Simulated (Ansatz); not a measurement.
# BHLYP/def2-TZVPP run of BHF2 (SMILES FBF)

What is the electronic atomisation energy of BHF2 at BHLYP/def2-TZVPP? 

Program for the calculation: Ansatz 0.2.0.

46 further runs of the same task are left out: 46 set aside as unsound or not needed.

### Step 1. The structure to begin with

The species is BHF2 (4 atoms), meant as a singlet with charge 0. As SMILES, `FBF`. Geometry: relaxed at PBE0-D4/def2-TZVP.

Bond lengths: F1–B2 1.313 Å, B2–F3 1.313 Å, B2–H4 1.191 Å. Angles: F1–B2–F3 118.1°, F1–B2–H4 121.0°, F3–B2–H4 121.0°.

### Step 2. The energy at BHLYP/def2-TZVPP

The input, input.yaml:

```yaml
crystal:
  periodic: [false, false, false]
  atoms:
    - {symbol: F, position_ang: [1.154300, 0.456900, -0.361900]}
    - {symbol: B, position_ang: [-0.001900, -0.031000, 0.025200]}
    - {symbol: F, position_ang: [-1.095400, 0.528700, -0.438900]}
    - {symbol: H, position_ang: [-0.057000, -0.954600, 0.775600]}
basis:
  gaussian: {orbitals: def2-TZVPP}
accuracy: high
hamiltonian: {xc: {name: BHLYP}}
output: {orbitals: {seedname: orbitals}}
```

Command:

```sh
ansatz run input.yaml --threads 1 --pin off --max-ram 3480MiB --events-out events.jsonl --progress --plain --runs-dir runs
```

The log of the run:

```text
Warning: RAYON_NUM_THREADS=1 ignored (pool sized by the plan → 1); use --threads N
Functional definition: BHLYP
  name "BHLYP"
  parameter a = 0.5
  exchange = (1 - a)*b88_x + a*exact_x
  correlation = lyp_c
1729 factors; integrals over basis functions are off by at most 3.4e-9 eV
mean field evaluation 1: about -6128.2034 eV, gradient 3.6e1 eV
mean field evaluation 2: about -6127.9619 eV, gradient 4.0e1 eV
mean field evaluation 4: about -6129.9086 eV, gradient 3.1e-1 eV
mean field evaluation 8: about -6129.9078 eV, gradient 1.5e-3 eV
mean field evaluation 16: about -6129.9078 eV, gradient 4.3e-7 eV
mean field -6129.90784175 eV, -225.2699581837 hartree, gradient 6.2e-9 eV, S^2 0.000000; 0 other end points of the search recorded, 0 dependent functions left out
reference -6129.90786341 eV, -225.2699589794 hartree; 12, 12 occupied and 95, 95 virtual orbitals, 1729 factors
Total energy: -6129.90786341 eV, -225.2699589794 hartree
```

Wall time 5.1 s (1 thread of Intel Xeon Platinum 8175M at 2.50GHz (Skylake/Cascade Lake), shared host); peak memory 0.26 GiB.

### Step 3. The B atom, same level

The input, input.yaml:

```yaml
crystal:
  periodic: [false, false, false]
  atoms:
    - {symbol: B, position_ang: [0.000000, 0.000000, 0.000000]}
basis:
  gaussian:
    orbitals: def2-TZVPP
magnetization:
  spin_polarized: true
  initial_magnetization: 1
hamiltonian:
  xc: {name: BHLYP}
accuracy: high
```

Run the same way, it converges to -24.65379 Eh (log not shown).

### Step 4. The F atom, same level

The input, run.yaml:

```yaml
crystal:
  periodic: [false, false, false]
  atoms:
    - symbol: F
      position_ang: [0.000000, 0.000000, 0.000000]
basis:
  gaussian:
    orbitals: def2-TZVPP
hamiltonian:
  xc: {name: BHLYP}
magnetization:
  spin_polarized: true
  initial_magnetization: 1
accuracy: high
```

Run the same way, it converges to -99.74467 Eh (log not shown).

### Step 5. The H atom

The input, molecule.yaml:

```yaml
crystal:
  periodic: [false, false, false]
  atoms:
    - {symbol: H, position_ang: [0.000000, 0.000000, 0.000000]}
basis:
  gaussian: {orbitals: def2-TZVPP}
magnetization: {spin_polarized: true, initial_magnetization: 1}
hamiltonian: {xc: {name: BHLYP}}
accuracy: high
```

Run the same way, it converges to -0.49854 Eh (log not shown).

### Step 6. Summary of results

At BHLYP/def2-TZVPP:

```
                     quantity          value
       molecule: total energy  -225.26996 Eh
        molecule: HOMO energy      -12.59 eV
        molecule: LUMO energy        0.63 eV
      molecule: HOMO–LUMO gap       13.22 eV
         B atom: total energy   -24.65379 Eh
                 B atom: ⟨S²⟩          0.755
         F atom: total energy   -99.74467 Eh
                 F atom: ⟨S²⟩          0.752
         H atom: total energy    -0.49854 Eh
                 H atom: ⟨S²⟩          0.750
electronic atomisation energy      17.097 eV
```

**Reading.** Taking the molecule apart into free atoms costs 17.10 eV (1650 kJ/mol), before zero-point energy and without spin-orbit coupling.
